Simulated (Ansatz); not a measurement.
# BFH4OSSi: a ladder of functionals and wavefunction methods

One table from this session's results is given with a row withheld; the runs are named, their logs left out.

Computed with Ansatz 0.2.0, Gaussian basis. Level: functionals in def2-TZVPP, the program's frozen cores in correlated methods.

The runs, in order: PBE-D4, r2SCAN-D4, PBE0-D4, B3LYP-D4, ωB97X-V, ωB97M-V, B2PLYP; CCSD(T)/def2-TZVPP; MP2/def2-QZVPP; extrapolation to the limit.

## The geometry

The geometry comes from an earlier relaxation with PBE0-D4 in a triple-zeta def2 set; it is a stationary point, not always the lowest conformer.

SMILES `OB(F)S[SiH3]`, 9 atoms, charge 0, spin multiplicity 1.

Atoms are counted from 1 here; the program's logs count them from 0.

Bond lengths: O1–B2 1.353 Å, O1–H6 0.962 Å, B2–F3 1.333 Å, B2–S4 1.810 Å, S4–Si5 2.149 Å, Si5–H7 1.482 Å, Si5–H8 1.483 Å, Si5–H9 1.482 Å. Angles: B2–O1–H6 113.4°, O1–B2–F3 120.1°, O1–B2–S4 121.7°, F3–B2–S4 118.2°, B2–S4–Si5 99.0°, S4–Si5–H7 111.1°, S4–Si5–H8 104.4°, S4–Si5–H9 111.2°, H7–Si5–H8 109.8°, H7–Si5–H9 110.3°, H8–Si5–H9 109.8°.

The first run:

in.yaml reads:

```yaml
crystal:
  periodic: [false, false, false]
  atoms:
    - {symbol: O, position_ang: [-0.585225, 0.873046, 1.158234]}
    - {symbol: B, position_ang: [-0.713050, 1.284108, -0.124291]}
    - {symbol: F, position_ang: [-1.340349, 2.427159, -0.399300]}
    - {symbol: S, position_ang: [-0.050181, 0.318282, -1.504637]}
    - {symbol: Si, position_ang: [0.789545, -1.319463, -0.394412]}
    - {symbol: H, position_ang: [-0.980919, 1.476506, 1.794593]}
    - {symbol: H, position_ang: [1.850453, -0.851756, 0.527941]}
    - {symbol: H, position_ang: [1.377065, -2.203837, -1.430319]}
    - {symbol: H, position_ang: [-0.258738, -2.050443, 0.355091]}
basis:
  gaussian: {orbitals: def2-TZVPP}
hamiltonian: {xc: pbe, dispersion: d4}
output: {forces: true, orbitals: {seedname: orbitals}}
```

On the command line:

```console
> ansatz run in.yaml --threads 4 --pin off --events-out ev --progress --plain --max-ram 10444MiB
```

Steps of the session up to this table: PBE-D4 (GGA); r2SCAN-D4 (meta-GGA); PBE0-D4 (hybrid); B3LYP-D4 (hybrid); ωB97X-V (range-separated); ωB97M-V (range-separated); B2PLYP (double hybrid); CCSD(T) in def2-TZVPP; MP2 in def2-QZVPP.

One of the session's tables, all rows but one given; the rest of the session is left out.

It belongs to the step «Atomisation energies». 

| method | atomisation energy (kJ/mol) |
| --- | --- |
| PBE-D4 | 3415.4 |
| r2SCAN-D4 | 3392.7 |
| PBE0-D4 | ? |
| B3LYP-D4 | 3356.1 |
| ωB97X-V | 3385.7 |
| ωB97M-V | 3389.1 |
| B2PLYP | 3329.1 |
| HF/def2-TZVPP | 2507.7 |
| MP2/def2-TZVPP | 3362.9 |
| CCSD/def2-TZVPP | 3226.0 |
| CCSD(T)/def2-TZVPP | 3277.3 |
| MP2/CBS | 3455.8 |
| CCSD(T)/CBS | 3370.2 |

**Question.** Estimate the row for PBE0-D4.

The run gave: atomisation energy (kJ/mol): 3354.3. In the column «atomisation energy (kJ/mol)» it lies between B2PLYP (3329.1) and B3LYP-D4 (3356.1).
